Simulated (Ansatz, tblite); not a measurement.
# TcO3F: a ladder of methods and basis sets

Aim: run the singlet of TcO3F at one geometry on many levels, and compare frontier levels, spin and run time.

Method: as each input shows; program: Ansatz 0.2.0, Gaussian basis.

Levels to be run: GFN1-xTB, GFN2-xTB, PBE-D4/def2-TZVP, r2SCAN-D4/def2-TZVP, ωB97M-V/def2-TZVP, B97M-V/def2-TZVP, BHLYP-D4/def2-TZVP, HSE06-D4/def2-TZVP, CAM-B3LYP-D4/def2-TZVP, B2PLYP/def2-TZVP, ωB97X-V/def2-TZVP, PBE-D4/def2-SVP, PBE0-D4/def2-SVP, CCSD(T)/def2-TZVPP, MP2/def2-TZVP, RPA/def2-TZVP.

### Step 1. The geometry

The geometry is that of the singlet, from an earlier relaxation (r2SCAN-D4/def2-SVP).

5 atoms, charge 0, spin multiplicity 1.

Bond lengths: Tc1–O2 1.673 Å, Tc1–O3 1.673 Å, Tc1–O4 1.673 Å, Tc1–F5 1.828 Å. Angles: O2–Tc1–O3 109.1°, O2–Tc1–O4 109.1°, O2–Tc1–F5 109.8°, O3–Tc1–O4 109.1°, O3–Tc1–F5 109.8°, O4–Tc1–F5 109.8°.

Geometry (Å):

```mol
FO3Tc
  3D, bonds by distance, orders not assigned

  5  4  0  0  0  0  0  0  0  0999 V2000
    0.0119    0.0206    0.0086 Tc  0  0
    0.0280    0.0122    1.6811 O   0  0
    1.5869    0.0389   -0.5542 O   0  0
   -0.7761    1.3961   -0.5247 O   0  0
   -0.8507   -1.4678   -0.6108 F   0  0
  1  2  8  0
  1  3  8  0
  1  4  8  0
  1  5  8  0
M  END
```

Formally the metal is d0. Tc takes a core potential in the def2 sets. No spin-orbit coupling is included.

PBE0-D4/def2-TZVP was run before; its log isn't repeated, and its numbers join the tables.

### Step 2. GFN1-xTB

Tight binding, by tblite at 300 K electronic temperature and without a spin-polarisation term:

```python
tblite.interface.Calculator('GFN1-xTB', numbers, positions, charge=0, uhf=0).singlepoint()
```

Energy -584.6067 eV, HOMO -16.97 eV, LUMO -13.63 eV; 0.005 s.

### Step 3. GFN2-xTB

Tight binding, by tblite at 300 K electronic temperature and without a spin-polarisation term:

```python
tblite.interface.Calculator('GFN2-xTB', numbers, positions, charge=0, uhf=0).singlepoint()
```

Energy -534.9912 eV, HOMO -14.55 eV, LUMO -11.04 eV; 0.003 s.

### Step 4. PBE-D4/def2-TZVP

start.molden holds the orbitals of an earlier run on this state, given as this run's starting guess.

in.yaml

```yaml
crystal:
  periodic: [false, false, false]
  atoms:
    - {symbol: Tc, position_ang: [0.011923, 0.020568, 0.008583]}
    - {symbol: O, position_ang: [0.027974, 0.012214, 1.681081]}
    - {symbol: O, position_ang: [1.586898, 0.038891, -0.554167]}
    - {symbol: O, position_ang: [-0.776119, 1.396134, -0.524691]}
    - {symbol: F, position_ang: [-0.850676, -1.467808, -0.610806]}
basis:
  gaussian: {orbitals: def2-TZVP, initial_orbitals: start.molden}
hamiltonian: {xc: pbe, dispersion: d4}
scf: {omitted_lower_state_checks: [starts]}
output: {orbitals: {seedname: orbitals}}
```

Command:

```
$ ansatz run in.yaml --threads 2 --pin off --events-out ev --progress --plain --max-ram 4352MiB
```

The runs that follow: r2SCAN-D4/def2-TZVP; ωB97M-V/def2-TZVP; B97M-V/def2-TZVP; BHLYP-D4/def2-TZVP; HSE06-D4/def2-TZVP; CAM-B3LYP-D4/def2-TZVP; B2PLYP/def2-TZVP; ωB97X-V/def2-TZVP; PBE-D4/def2-SVP; PBE0-D4/def2-SVP; CCSD(T)/def2-TZVPP; MP2/def2-TZVP; RPA/def2-TZVP.

**Question.** What will the summary of the whole plan be? Wanted: gap in def2-TZVP, named functionals, smallest and largest; correlation energy, CCSD(T)/def2-TZVPP; correlation energy, MP2/def2-TZVP; binding an atom, functionals in def2-TZVP; PBE0 total energy, smallest basis above largest.

**Answer**, as computed:

```
                                                 quantity                                 value
gap in def2-TZVP, named functionals, smallest and largest  3.90 eV (PBE-D4), 10.71 eV (ωB97X-V)
                   correlation energy, CCSD(T)/def2-TZVPP                             -46.43 eV
                        correlation energy, MP2/def2-TZVP                             -45.91 eV
                binding an atom, functionals in def2-TZVP   3.44 (BHLYP-D4) to 5.04 eV (PBE-D4)
          PBE0 total energy, smallest basis above largest        11.62 eV (def2-SVP, def2-TZVP)
```

**Reading.** Orbital gaps of the named functionals in def2-TZVP span 3.90 eV (PBE-D4) to 10.71 eV (ωB97X-V); exact exchange widens it. Notes on CCSD(T)/def2-TZVPP and its Hartree-Fock reference, which MP2 shares: restricted state is unstable towards broken spin symmetry.
